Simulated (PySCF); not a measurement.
# CH4BF2OP: the cost of one run

Programs: PySCF 2.14.0, with density-fitted response routines of our own. Each step states its level of theory. These are calculated values for one molecule in the gas phase, unless marked as measured. Atoms are numbered from 0 throughout.

## 1. The starting structure

10 atoms, charge 0, multiplicity 1; geometry from: GFN2-xTB.

Bonds of the start (Å): F0–C1 1.35, C1–F2 1.35, C1–O3 1.34, O3–B4 1.35, B4–P5 1.90, C1–H6 1.11, B4–H7 1.17, P5–H8 1.38, P5–H9 1.38.

## 2. TDDFT and polarisability: PBE0/def2-SVPD

Job settings and geometry (Å):

```
{"job": {"kind": "uv", "xc": "PBE0", "basis": "def2-SVPD", "nstates": 8, "ntriplets": 3}, "charge": 0, "multiplicity": 1}
F     -2.536008    -0.546076     0.604282
C     -1.335809     0.040650     0.787974
F     -1.298580     1.068516    -0.093612
O     -0.367434    -0.867052     0.600214
B      0.695015    -0.845497    -0.226110
P      1.168635     0.564227    -1.407936
H     -1.319146     0.466882     1.808632
H      1.290523    -1.853997    -0.222250
H      1.177568     1.616005    -0.514902
H      2.534118     0.360997    -1.358818
```

Method: TDDFT PBE0/def2-SVPD, vertical, gas phase, core orbitals frozen in the response.

Run with:

```
OMP_NUM_THREADS=1 python probes_run.py task.json out
```

This one command runs all jobs of the session in turn.

**Question.** How long does this first job take on 1 thread of Arm Neoverse V1, shared host, and how much memory does it need?

About 20 s, with a peak of 0.69 GiB.
